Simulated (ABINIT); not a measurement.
Here is an ABINIT 10.8.3 (patched build) calculation.

Contents of run.abi:

```
# Pseudopotentials
pp_dirpath "./"
pseudos "Al.upf, Cl.upf"

# Structure
acell 4.0572823736 4.0392852602 3.922941565 Angstrom
rprim
     0.9999693456     0.0075188260    -0.0021852065
     0.0075523262     0.9996417039    -0.0256792955
    -0.0022600388    -0.0264408731     0.9996478242
ntypat 2
znucl 13 17
natom 4
typat 1 1 1 2
xred
     0.0000000000     0.5000000000     0.5000000000
     0.5000000000     0.0000000000     0.5000000000
     0.5000000000     0.5000000000     0.0000000000
     0.0000000000     0.0000000000     0.0000000000
chkprim 0
chksymtnons 0
tolsym 1.0e-6

# Plane-wave basis
ecut 29.0

# k points
kptopt 1
ngkpt 5 5 5
nshiftk 1
shiftk 0.0 0.0 0.0

# Exchange and correlation
ixc -116133

# Bands and occupations
nband 12
occopt 3
tsmear 0.00183747

# SCF cycle
nstep 100
tolvrs 1.0e-10

# Output
iomode 3
prtwf 0
prtden 0
prteig 0
prtebands 0
enunit 2
```

Potentials or basis: PseudoDojo NC SR PBEsol v0.4 stringent.

Run with:

```bash
$ abinit run.abi > log 2>&1
```

Task: Predict the pressure.

Result: 13.8 GPa.

Task: Estimate the band gap on the k mesh.

Result: None (metal or under the smearing width).

Stress tensor (GPa, compression positive):
```
14.67 -0.42  0.25
-0.42 14.44  0.77
 0.25  0.77 12.24
```
